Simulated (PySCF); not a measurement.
# C2H5BrSi: the cost of one run

Computed with PySCF 2.14.0, with density-fitted response routines of our own, on a single molecule in the gas phase. Atoms count from 0, in the outputs and in this text.

## Step 1: The molecule as given

9 atoms, charge 0, multiplicity 1; geometry from: PBE0-D3(BJ)/def2-SVP.

Bonds of the start (Å): Br0–Si1 2.21, Si1–C2 1.85, C2–C3 1.55, C3–Si1 1.85, Si1–H4 1.48, C2–H5 1.10, C2–H6 1.10, C3–H7 1.10, C3–H8 1.10.

## Step 2: Shielding tensors: HF/pcSseg-2

The job: settings as JSON, then the geometry in Å.

```
{"job": {"kind": "nmr", "xc": "HF", "basis": "pcSseg-2", "pop": false}, "charge": 0, "multiplicity": 1}
Br     2.284679     1.363609    -1.080703
Si     0.815362     0.563618     0.368631
C     -0.089358    -0.992560    -0.038950
C     -0.930770     0.306362    -0.171403
H      1.162681     0.932411     1.759167
H     -0.368764    -1.683835     0.764424
H      0.145662    -1.512024    -0.974571
H     -1.745368     0.445130     0.548838
H     -1.219646     0.593526    -1.188601
```

Level: GIAO HF/pcSseg-2 NMR shielding, non-relativistic, gas phase.

Launch:

```
> OMP_NUM_THREADS=1 python probes_run.py task.json out
```

This one command runs all jobs of the session in turn.

**Question.** How long does this first job take on 1 thread of Arm Neoverse N1, shared host, and how much memory does it need?

About 32 s, with a peak of 0.97 GiB.
